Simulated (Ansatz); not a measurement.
SiNi, space group P2_13, a projected density of states

Program: the Python package of Ansatz (0.2.0).

The cells in order, each with its output:

In [1]:
```python
import warnings

import ansatz as az
import numpy as np

XC = "pbesol"
ECUT = 510
MESH = (6, 6, 6)
SMEARING = "Fermi-Dirac"
WIDTH_EV = 0.1
TOLERANCE = 1e-09
EXTRA_BANDS = 22
```

In [2]:
```python
warnings.simplefilter("ignore", az.DeckWarning)
```

In [3]:
```python
structure = (
    az.Lattice.cubic(4.49678)
    .space_group(198)
    .atom("Si", [0.8601, 0.8601, 0.8601])
    .atom("Ni", [0.147, 0.147, 0.147])
    .moments(Ni=1.0)
)

calc = (
    structure.calculation()
    .functional(XC)
    .basis(ECUT)
    .kpoints(mesh=MESH)
    .occupations(SMEARING, width=WIDTH_EV)
    .spin("collinear")
    .scf(tolerance=TOLERANCE)
    .scf(extra_bands=EXTRA_BANDS)
    .density_of_states(projected=True, method="smearing", broadening_width=0.15, energy_step=0.1)
)
session = calc.session()
planned = session.plan(threads=1)
outcome = planned.execute()
data = outcome.report
```
```text
RunWarning: the starting moments were not kept: the SCF closed with an absolute magnetisation of 5.5e-8 μB, where they sum to 4 μB in size (4 sites). That is at most 0.1 of that sum. Measured as [...]
```

In [4]:
```python
outcome.lattice.cell_ang
```
Out [4]:
```text
array([[4.49678000e+00, 0.00000000e+00, 0.00000000e+00],
       [2.75348362e-16, 4.49678000e+00, 0.00000000e+00],
       [2.75348362e-16, 2.75348362e-16, 4.49678000e+00]])
```

In [5]:
```python
data["n_electrons"]
```
Out [5]:
```text
88.0
```

In [6]:
```python
dos = outcome.density_of_states()
energy = np.asarray(dos.energies_ev) - dos.fermi_ev
curves = {}
for site in outcome.projected_density_of_states().sites:
    for shell in site.shells:
        weight = sum(np.sum(curve.g_bin_mean_per_ev, axis=0) for curve in shell.curves)
        name = f"{site.species} {shell.label}"
        curves[name] = curves.get(name, 0) + weight
```

In [7]:
```python
print("E-EF   " + " ".join(f"{name:>8s}" for name in curves))
for e in np.arange(-10, 4 + 0.1, 1.0):
    print(f"{e:5.1f}  " + " ".join(f"{np.interp(e, energy, g):8.3f}" for g in curves.values()))
```
```text
E-EF      Si 3S    Si 3P    Ni 3S    Ni 4S    Ni 3P    Ni 3D
-10.0     0.936    0.866    0.006    0.229    0.011    0.185
 -9.0     0.450    0.369    0.002    0.070    0.005    0.143
 -8.0     0.376    0.489    0.003    0.132    0.005    0.193
 -7.0     0.277    1.605    0.007    0.295    0.011    0.532
 -6.0     0.123    0.872    0.002    0.114    0.007    0.574
 -5.0     0.178    1.188    0.001    0.078    0.008    1.855
 -4.0     0.200    1.331    0.001    0.245    0.009    7.731
 -3.0     0.060    0.790    0.001    0.057    0.006   10.464
 -2.0     0.116    0.697    0.001    0.065    0.005    9.292
 -1.0     0.152    0.740    0.001    0.046    0.004    2.299
  0.0     0.545    0.695    0.001    0.100    0.002    1.612
  1.0     0.806    1.306    0.001    0.258    0.003    1.254
  2.0     0.649    1.631    0.003    0.556    0.004    0.793
  3.0     0.445    1.754    0.006    0.798    0.004    0.491
  4.0     0.220    1.237    0.004    0.383    0.002    0.215
```

The SCF didn't keep the moments it started from (some shrank, vanished or turned); what is printed is the state reached. For a metal this k-point mesh is coarse: on a finer one energies can move by several to tens of meV an atom and pressures by half a GPa or more, differences at one mesh by less. The structure is a deposited one; some such entries were measured under pressure or heat, so a shift against it needn't be the functional's error alone. Warnings are shown shortened and without file and line. Curves are summed over the cell's atoms. Only shells that the potentials hold have channels, so projections don't add up to the total, least of all where a shell is missing (p of most metals); heights and places of peaks move with the mesh. The density of states is complete only as far up as bands were computed. The script silences the warnings on its input, which a real study should read. Wall time of the script: 51 s on 1 thread of Intel(R) Xeon(R) CPU @ 2.60GHz (Ice Lake), with other jobs on the host, peak memory 0.64 GiB.
